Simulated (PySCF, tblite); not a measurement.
# C3H11BO3Si: a rotation path, then NMR shifts on frames, part 2 of 2

tblite 0.8.0 and PySCF 2.14.0. Atoms count from 0. The steps go on from the part before.

## 5. Shielding tensors: image 4, PBE0/pcSseg-1

Job settings and geometry (Å):

```
{"job": {"kind": "nmr", "xc": "PBE0", "basis": "pcSseg-1", "pop": false}, "charge": 0, "multiplicity": 1}
C     -2.233500     0.039800    -0.464200
C     -1.217200    -0.722400     0.374800
C     -1.440600    -0.454000     1.864500
O      0.138900    -0.407900     0.077200
B      0.663600     0.330100    -0.917400
O     -0.057900     0.917100    -1.919500
O      2.004800     0.500100    -0.927200
Si     3.423900     0.208300    -0.222800
H     -3.236900    -0.221300    -0.140500
H     -2.118200    -0.204300    -1.515600
H     -2.081000     1.108900    -0.343200
H     -1.328500    -1.801200     0.184600
H     -0.776100    -1.073200     2.460100
H     -1.232100     0.590200     2.082900
H     -2.470500    -0.673400     2.133100
H      0.490900     1.409600    -2.529600
H      3.321400    -0.670100     0.941900
H      4.217000    -0.403500    -1.291800
H      3.922100     1.536800     0.145100
```

With the program's defaults for keys left out, this is: GIAO PBE0/pcSseg-1 NMR shielding, non-relativistic, gas phase.

What it wrote:

```text
coarse grid: 16048 points
cycle   1  E = -660.2699903470  dE =  9.940e-01  |g| = 1.048e+00  |ddm| = 3.677e+00
cycle   2  E = -660.1073935130  dE =  1.626e-01  |g| = 1.422e+00  |ddm| = 1.576e+00
cycle   3  E = -660.4649436439  dE = -3.576e-01  |g| = 9.607e-02  |ddm| = 1.001e+00
cycle   4  E = -660.4663291812  dE = -1.386e-03  |g| = 4.986e-02  |ddm| = 8.912e-02
cycle   5  E = -660.4667895371  dE = -4.604e-04  |g| = 1.200e-02  |ddm| = 3.375e-02
cycle   6  E = -660.4668121208  dE = -2.258e-05  |g| = 3.485e-03  |ddm| = 8.344e-03
cycle   7  E = -660.4668146194  dE = -2.499e-06  |g| = 3.538e-04  |ddm| = 2.410e-03
final grid: 149480 points
cycle   8  E = -660.5429759370  dE = -4.579e-05  |g| = 1.159e-02  |ddm| = 2.535e-02
cycle   9  E = -660.5429555309  dE =  2.041e-05  |g| = 1.578e-02  |ddm| = 1.628e-02
cycle  10  E = -660.5430014136  dE = -4.588e-05  |g| = 1.142e-03  |ddm| = 9.627e-03
cycle  11  E = -660.5430016673  dE = -2.537e-07  |g| = 2.920e-04  |ddm| = 9.765e-04
cycle  12  E = -660.5430016813  dE = -1.406e-08  |g| = 9.663e-05  |ddm| = 2.219e-04
cycle  13  E = -660.5430016829  dE = -1.611e-09  |g| = 2.593e-05  |ddm| = 7.131e-05
cycle  14  E = -660.5430016831  dE = -1.276e-10  |g| = 5.231e-06  |ddm| = 2.075e-05
converged SCF energy = -660.5430016831

GIAO shielding tensors (ppm)
atom      isotropic    diamagn.    paramagn.     s11        s22        s33       span
  0 C      160.212     250.349     -90.137    145.233    157.985    177.418     32.185
  1 C      114.183     238.908    -124.725     85.676     99.509    157.365     71.688
  2 C      158.286     248.945     -90.658    137.065    151.666    186.127     49.062
  3 O      224.566     399.846    -175.280    150.700    233.430    289.569    138.869
  4 B       86.647     199.040    -112.393     80.519     85.273     94.148     13.629
  5 O      239.007     389.597    -150.590    183.559    257.275    276.188     92.629
  6 O      272.106     399.610    -127.504    207.828    294.283    314.208    106.380
  7 Si     396.101     880.305    -484.204    361.956    362.742    463.604    101.649
  8 H       30.809      29.566       1.243     26.254     29.034     37.139     10.885
  9 H       29.217      30.932      -1.715     24.309     29.250     34.093      9.783
 10 H       30.159      31.773      -1.614     27.010     29.957     33.511      6.501
 11 H       27.257      30.364      -3.107     24.059     26.144     31.568      7.510
 12 H       30.014      30.566      -0.552     26.200     27.917     35.926      9.727
 13 H       30.606      31.337      -0.731     27.995     29.282     34.542      6.548
 14 H       30.854      29.594       1.260     26.515     28.803     37.245     10.731
 15 H       28.564      32.154      -3.590     21.559     25.016     39.117     17.558
 16 H       26.469      30.301      -3.832     22.906     25.949     30.553      7.648
 17 H       26.695      28.676      -1.981     23.055     24.960     32.069      9.014
 18 H       26.693      29.143      -2.451     23.168     24.967     31.942      8.774
```

Run time: 38 s. Hardware: 1 thread of Intel Xeon Platinum 8488C, shared host; peak memory 0.9 GiB.

Key values: δ C1 72.7, C2 28.6, C0 26.7, O3 111.5, H16 5.25, H18 5.02 ppm.

## 6. Shielding tensors: image 6, PBE0/pcSseg-1

Job settings and geometry (Å):

```
{"job": {"kind": "nmr", "xc": "PBE0", "basis": "pcSseg-1", "pop": false}, "charge": 0, "multiplicity": 1}
C     -2.198200    -0.345600    -0.625900
C     -1.184900    -0.780200     0.425100
C     -1.483300    -0.143000     1.782600
O      0.164800    -0.505400     0.065400
B      0.652500     0.504100    -0.682500
O     -0.114100     1.441300    -1.318600
O      1.994300     0.585800    -0.821600
Si     3.438200     0.026500    -0.373200
H     -3.190900    -0.666600    -0.324200
H     -1.953400    -0.792400    -1.586200
H     -2.181700     0.734300    -0.735500
H     -1.224600    -1.874800     0.527500
H     -0.824400    -0.562200     2.538500
H     -1.313600     0.929200     1.726200
H     -2.515800    -0.326500     2.067800
H      0.405000     2.054000    -1.838600
H      3.362200    -1.124900     0.524800
H      4.081500    -0.314900    -1.643900
H      4.076700     1.170400     0.285000
```

Method: GIAO PBE0/pcSseg-1 NMR shielding, non-relativistic, gas phase.

What it wrote:

```text
coarse grid: 16048 points
cycle   1  E = -660.2723596396  dE =  9.884e-01  |g| = 1.045e+00  |ddm| = 3.673e+00
cycle   2  E = -660.1111522471  dE =  1.612e-01  |g| = 1.418e+00  |ddm| = 1.559e+00
cycle   3  E = -660.4663285571  dE = -3.552e-01  |g| = 9.592e-02  |ddm| = 9.885e-01
cycle   4  E = -660.4677210675  dE = -1.393e-03  |g| = 4.941e-02  |ddm| = 8.864e-02
cycle   5  E = -660.4681749296  dE = -4.539e-04  |g| = 1.204e-02  |ddm| = 3.378e-02
cycle   6  E = -660.4681976951  dE = -2.277e-05  |g| = 3.516e-03  |ddm| = 8.470e-03
cycle   7  E = -660.4682002261  dE = -2.531e-06  |g| = 3.413e-04  |ddm| = 2.411e-03
final grid: 149480 points
cycle   8  E = -660.5445061123  dE = -4.664e-05  |g| = 1.165e-02  |ddm| = 2.732e-02
cycle   9  E = -660.5444857187  dE =  2.039e-05  |g| = 1.580e-02  |ddm| = 1.664e-02
cycle  10  E = -660.5445322701  dE = -4.655e-05  |g| = 1.107e-03  |ddm| = 9.667e-03
cycle  11  E = -660.5445325078  dE = -2.377e-07  |g| = 2.890e-04  |ddm| = 9.445e-04
cycle  12  E = -660.5445325213  dE = -1.348e-08  |g| = 9.852e-05  |ddm| = 2.159e-04
cycle  13  E = -660.5445325230  dE = -1.651e-09  |g| = 2.633e-05  |ddm| = 7.345e-05
cycle  14  E = -660.5445325231  dE = -1.323e-10  |g| = 4.920e-06  |ddm| = 2.134e-05
converged SCF energy = -660.5445325231

GIAO shielding tensors (ppm)
atom      isotropic    diamagn.    paramagn.     s11        s22        s33       span
  0 C      161.266     250.490     -89.224    143.997    159.366    180.434     36.438
  1 C      114.136     239.433    -125.297     85.702     99.110    157.597     71.896
  2 C      159.921     249.423     -89.501    139.758    154.003    186.003     46.245
  3 O      222.019     399.079    -177.061    151.486    219.734    294.836    143.350
  4 B       86.252     199.156    -112.904     80.642     85.356     92.757     12.115
  5 O      238.563     389.956    -151.394    185.138    254.857    275.693     90.555
  6 O      271.118     399.676    -128.558    203.847    295.281    314.226    110.379
  7 Si     395.693     880.239    -484.546    361.179    362.346    463.552    102.373
  8 H       30.844      29.547       1.296     26.455     28.666     37.410     10.956
  9 H       30.214      30.964      -0.750     26.526     28.397     35.718      9.192
 10 H       29.066      31.365      -2.298     24.633     29.917     32.649      8.016
 11 H       27.363      30.690      -3.326     24.008     26.375     31.707      7.698
 12 H       30.053      30.706      -0.653     26.290     27.904     35.966      9.677
 13 H       30.531      31.512      -0.981     27.472     29.971     34.150      6.678
 14 H       30.791      29.556       1.235     26.379     28.650     37.343     10.965
 15 H       28.502      32.277      -3.776     21.490     24.832     39.183     17.693
 16 H       26.471      30.169      -3.698     22.936     25.862     30.615      7.679
 17 H       26.705      28.693      -1.989     23.072     24.957     32.085      9.014
 18 H       26.688      29.015      -2.326     23.120     24.984     31.961      8.841
```

It took 45 s on 1 thread of Intel Xeon Platinum 8488C, shared host; peak memory 0.9 GiB.

In short: δ C1 72.8, C2 27.0, C0 25.7, O3 114.1, H16 5.25, H18 5.03 ppm.

## 7. Shielding tensors: image 8, PBE0/pcSseg-1

Job settings and geometry (Å):

```
{"job": {"kind": "nmr", "xc": "PBE0", "basis": "pcSseg-1", "pop": false}, "charge": 0, "multiplicity": 1}
C     -2.048300    -0.687200    -0.736500
C     -1.134300    -0.781200     0.482500
C     -1.617900     0.128800     1.608900
O      0.219200    -0.504900     0.137200
B      0.691100     0.661500    -0.355300
O     -0.098800     1.751300    -0.592900
O      2.014000     0.741600    -0.618200
Si     3.384000    -0.115400    -0.589100
H     -3.056900    -0.990700    -0.468800
H     -1.680600    -1.334500    -1.529000
H     -2.064300     0.336800    -1.098700
H     -1.107800    -1.820200     0.839400
H     -0.937500     0.068300     2.454700
H     -1.650200     1.156200     1.257100
H     -2.610600    -0.174900     1.930700
H      0.384500     2.500400    -0.939900
H      3.237200    -1.426700     0.039100
H      3.767200    -0.238800    -1.997100
H      4.300200     0.738900     0.168500
```

With the program's defaults for keys left out, this is: GIAO PBE0/pcSseg-1 NMR shielding, non-relativistic, gas phase.

What it wrote:

```text
coarse grid: 16048 points
cycle   1  E = -660.2786013014  dE =  9.806e-01  |g| = 1.040e+00  |ddm| = 3.671e+00
cycle   2  E = -660.1190496309  dE =  1.596e-01  |g| = 1.411e+00  |ddm| = 1.536e+00
cycle   3  E = -660.4705692057  dE = -3.515e-01  |g| = 9.471e-02  |ddm| = 9.728e-01
cycle   4  E = -660.4719342246  dE = -1.365e-03  |g| = 4.859e-02  |ddm| = 8.692e-02
cycle   5  E = -660.4723757650  dE = -4.415e-04  |g| = 1.194e-02  |ddm| = 3.343e-02
cycle   6  E = -660.4723980919  dE = -2.233e-05  |g| = 3.546e-03  |ddm| = 8.582e-03
cycle   7  E = -660.4724006484  dE = -2.557e-06  |g| = 3.403e-04  |ddm| = 2.414e-03
final grid: 149480 points
cycle   8  E = -660.5489054309  dE = -4.172e-05  |g| = 1.230e-02  |ddm| = 2.443e-02
cycle   9  E = -660.5488816143  dE =  2.382e-05  |g| = 1.691e-02  |ddm| = 1.712e-02
cycle  10  E = -660.5489338754  dE = -5.226e-05  |g| = 1.133e-03  |ddm| = 1.009e-02
cycle  11  E = -660.5489341267  dE = -2.514e-07  |g| = 2.779e-04  |ddm| = 9.431e-04
cycle  12  E = -660.5489341388  dE = -1.203e-08  |g| = 9.996e-05  |ddm| = 2.122e-04
cycle  13  E = -660.5489341405  dE = -1.723e-09  |g| = 2.448e-05  |ddm| = 7.299e-05
cycle  14  E = -660.5489341406  dE = -1.178e-10  |g| = 4.774e-06  |ddm| = 2.073e-05
converged SCF energy = -660.5489341406

GIAO shielding tensors (ppm)
atom      isotropic    diamagn.    paramagn.     s11        s22        s33       span
  0 C      162.743     250.112     -87.369    142.822    159.032    186.374     43.552
  1 C      114.895     240.406    -125.511     86.508    100.200    157.977     71.469
  2 C      162.627     250.104     -87.476    142.504    159.055    186.323     43.820
  3 O      218.246     398.813    -180.567    155.400    206.507    292.830    137.430
  4 B       85.884     199.234    -113.351     81.696     85.837     90.118      8.422
  5 O      241.146     390.224    -149.078    183.814    261.403    278.219     94.405
  6 O      270.132     399.758    -129.626    195.694    300.623    314.077    118.383
  7 Si     393.803     880.177    -486.374    358.205    360.203    463.000    104.795
  8 H       30.828      29.556       1.272     26.426     28.494     37.563     11.137
  9 H       30.360      30.970      -0.610     26.562     28.147     36.372      9.811
 10 H       29.534      31.342      -1.808     25.249     30.591     32.761      7.511
 11 H       27.439      30.937      -3.498     23.884     26.576     31.858      7.974
 12 H       30.369      30.988      -0.619     26.560     28.201     36.346      9.786
 13 H       29.547      31.317      -1.770     25.322     30.568     32.751      7.429
 14 H       30.820      29.546       1.273     26.442     28.449     37.568     11.126
 15 H       28.443      32.279      -3.836     21.422     24.497     39.411     17.989
 16 H       26.479      30.138      -3.660     22.923     25.996     30.517      7.594
 17 H       26.732      28.918      -2.187     23.156     24.955     32.084      8.928
 18 H       26.753      28.761      -2.008     23.111     25.006     32.142      9.031
```

Wall time 36 s (1 thread of Intel Xeon Platinum 8488C, shared host); peak memory 0.85 GiB.

In short: δ C1 72.0, C2 24.3, C0 24.2, O3 117.8, H16 5.24, H17 4.99 ppm.

## 8. Side by side: NMR shifts

Shifts (ppm) of some atoms, chosen among heavy atoms and hydrogens apart, with basis size and wall time:

| frame | C1 | C2 | H9 | H10 | O3 | O5 | O6 | functions | time |
| --- | --- | --- | --- | --- | --- | --- | --- | --- | --- |
| image 0 | 70.1 | 26.1 | 1.81 | 1.04 | 123.1 | 88.5 | 62.1 | 198 | 35 s |
| image 2 | 71.0 | 27.7 | 3.09 | 0.82 | 116.8 | 95.7 | 63.6 | 198 | 36 s |
| image 4 | 72.7 | 28.6 | 2.50 | 1.56 | 111.5 | 97.1 | 64.0 | 198 | 38 s |
| image 6 | 72.8 | 27.0 | 1.50 | 2.65 | 114.1 | 97.5 | 65.0 | 198 | 45 s |
| image 8 | 72.0 | 24.3 | 1.36 | 2.18 | 117.8 | 94.9 | 65.9 | 198 | 36 s |

## 9. What came out

This closing draws on all 2 parts.

```
                                            quantity                                                                 value
                                             barrier                                    0.113 eV (2.6 kcal/mol) at image 4
                               end to end (GFN2-xTB)                                                             -0.002 eV
     13C shifts against TMS (PBE0/pcSseg-1, image 0)                                                  70.1, 26.1, 25.9 ppm
      1H shifts against TMS (PBE0/pcSseg-1, image 0)  5.27, 5.01, 5.00, 4.48, 3.25, 1.81, 1.50, 1.30, 1.04, 0.95, 0.92 ppm
     17O shifts against H2O (PBE0/pcSseg-1, image 0)                                                 123.1, 88.5, 62.1 ppm
11B shifts against BF3·OEt2 (PBE0/pcSseg-1, image 0)                                                              14.4 ppm
    29Si shifts against TMS (PBE0/pcSseg-1, image 0)                                                             -44.3 ppm
                            range of the shift of O3                                                    111.5 to 123.1 ppm
```

In words: Along the band the dihedral turns by 139°, and the top (dihedral 228°) lies 2.6 kcal/mol above the start (GFN2-xTB, rough), so at room temperature this motion is fast. The top was not checked by a frequency run. Shifts at one fixed geometry are not the observed spectrum, which averages over the motion. In the first frame run (image 0): Shielding is most anisotropic at O3 (span 140 ppm, paramagnetic term -187 ppm). Across the 5 runs the shift of O3 moves most, between 111.5 (image 4) and 123.1 ppm (image 0).
